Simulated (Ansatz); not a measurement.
What does this script print? It uses Ansatz 0.2.0 through its Python package.

Input file `bfh5nsi.xyz`:
```text
9

B    -0.00530    1.45160    0.12040
N    -0.88190    0.24020   -0.15070
Si    0.22450   -1.13780   -0.25480
F    -0.53930   -2.55240   -0.48580
H     0.69640    1.88960   -0.73240
H    -0.20270    2.12860    1.10510
H    -1.45040    0.08870    0.69560
H     1.05620   -1.22710    1.00770
H     1.19100   -0.92780   -1.32220
```

`opt.py`
```python
"""Geometry optimisation of BFH5NSi."""

from dataclasses import dataclass
import warnings

import ansatz as az
import numpy as np


@dataclass(frozen=True)
class Options:
    basis: str = "def2-SVP"
    functional: str = "PBE0"
    dispersion: str = "d4"


settings = Options()

warnings.simplefilter("ignore", az.DeckWarning)

molecule = az.Crystal.molecule_from_extxyz("bfh5nsi.xyz")

calculation = (
    molecule.calculation()
    .basis(gaussian=settings.basis)
    .functional(settings.functional, dispersion=settings.dispersion)
)
symbols = [site.symbol for site in molecule.cartesian_sites]
start = np.array([site.position_ang for site in molecule.cartesian_sites], dtype=float)
def progress(event):
    if event["event"] == "relax_step":
        row = event["data"]
        print(f"step {row['step']:3d}  E = {row['lagrangian_ev']:.6f} eV  max force {row['allowed_force_max_ev_ang']:.4f} eV/A")


report = calculation.relax(force_tolerance=0.01, max_steps=100).session().plan().execute(on_event=progress).report
end = np.array(report["positions_ang"])

print("reference energy %16.6f eV" % report["reference_energy_ev"])
print("total energy     %16.6f eV" % report["free_energy_ev"])
print("occupied (up, down):", report["n_occupied"], " virtual:", report["n_virtual"], " frozen:", report["n_frozen"])

print("bond        before    after (A)")
for i, j in [(0, 1), (0, 4), (0, 5), (1, 2), (1, 6), (2, 3), (2, 7), (2, 8)]:
    d0, d1 = (np.linalg.norm(xyz[i] - xyz[j]) for xyz in (start, end))
    print(f"{symbols[i]}{i}-{symbols[j]}{j}".ljust(10), f"{d0:8.4f} {d1:8.4f}")
for i, j, k in [(1, 0, 4), (1, 0, 5), (4, 0, 5), (0, 1, 2), (0, 1, 6), (2, 1, 6), (1, 2, 3), (1, 2, 7)]:
    u, v = end[i] - end[j], end[k] - end[j]
    print(f"angle {symbols[i]}{i}-{symbols[j]}{j}-{symbols[k]}{k}: {np.degrees(np.arccos(np.clip(u @ v / np.linalg.norm(u) / np.linalg.norm(v), -1, 1))):.2f} deg")

charges = report["charge_distribution"]
print("dipole moment", round(4.803205 * float(np.linalg.norm(charges["dipole_moment_e_ang"])), 3), "D")
print("Mulliken:", [(s, round(q, 3)) for s, q in zip(symbols, charges["mulliken_charges_e"])])
```

```console
$ python opt.py
step   1  E = -12829.309968 eV  max force 2.6386 eV/A
step   2  E = -12829.584958 eV  max force 2.3906 eV/A
step   3  E = -12829.892707 eV  max force 0.8863 eV/A
step   4  E = -12830.047531 eV  max force 0.6583 eV/A
step   5  E = -12830.144931 eV  max force 0.3243 eV/A
step   6  E = -12830.190275 eV  max force 0.2294 eV/A
step   7  E = -12830.201730 eV  max force 0.1606 eV/A
step   8  E = -12830.203979 eV  max force 0.6167 eV/A
step   9  E = -12830.221269 eV  max force 0.1287 eV/A
step  10  E = -12830.222583 eV  max force 0.2457 eV/A
step  11  E = -12830.225147 eV  max force 0.2156 eV/A
step  12  E = -12830.227562 eV  max force 0.0689 eV/A
step  13  E = -12830.227810 eV  max force 0.0040 eV/A
reference energy    -12830.101606 eV
total energy        -12830.227836 eV
occupied (up, down): [20, 20]  virtual: [65, 65]  frozen: 0
bond        before    after (A)
B0-N1        1.5197   1.4067
B0-H4        1.1881   1.2100
B0-H5        1.2112   1.2090
N1-Si2       1.7703   1.7414
N1-H6        1.0307   1.0170
Si2-F3       1.6241   1.6241
Si2-H7       1.5145   1.4866
Si2-H8       1.4552   1.4808
angle N1-B0-H4: 118.93 deg
angle N1-B0-H5: 119.74 deg
angle H4-B0-H5: 121.32 deg
angle B0-N1-Si2: 125.75 deg
angle B0-N1-H6: 116.92 deg
angle Si2-N1-H6: 117.32 deg
angle N1-Si2-F3: 110.18 deg
angle N1-Si2-H7: 109.51 deg
dipole moment 1.642 D
Mulliken: [('B', 0.006), ('N', -0.298), ('Si', 0.739), ('F', -0.347), ('H', -0.039), ('H', -0.031), ('H', 0.166), ('H', -0.105), ('H', -0.091)]
```

Total energies depend on the basis set; only differences at equal settings carry meaning. The end point is the stationary point reached from this start; no frequency run checks that it is a minimum, and the basis set is modest. Total less reference energy is the dispersion correction. Run time: 44 s on 1 thread of Arm Neoverse V2, on a shared host, peak memory 0.23 GiB.

(Lines on the test bed's own set-up are left out of the output.)
